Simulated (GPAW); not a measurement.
Crystal: GaSb3.

```
Sb Ga
1.0
     0.00000    3.73060    3.73060
     3.73060    0.00000    3.73060
     3.73060    3.73060    0.00000
Sb Ga
3 1
Direct
  0.50000 0.50000 0.50000
  0.75000 0.75000 0.75000
  0.25000 0.25000 0.25000
  0.00000 0.00000 0.00000
```

The cell comes from a database or a generator and needn't be the stable form of this composition.

Base run:

| Item | Value |
| --- | --- |
| Program | GPAW 26.7.0 |
| Functional | LDA |
| Potentials or basis | the program's PAW data sets (release 1.2.1) made for this functional |
| Cutoff | 600 eV |
| Basis | pw |
| k mesh | 6 × 6 × 6 |
| Occupations | fermi-dirac, width 0.05 eV |
| Spin | no spin polarisation |

Its results: pressure -4.8 GPa.

Problem. After a change of settings the same cell gave: pressure -3.8 GPa. Which change was it?
A. functional from LDA to PBEsol; potentials or basis from the program's PAW data sets (release 1.2.1) made for this functional to PAW data sets generated in the run's folder for this functional
B. functional from LDA to PBE; potentials or basis from the program's PAW data sets (release 1.2.1) made for this functional to GPAW PAW data sets (gpaw-data 1.2.1)
C. cutoff from 600 eV to 450 eV; k mesh from 6 × 6 × 6 to 5 × 5 × 5

Solution. A.

Not every run made on this cell is shown here.
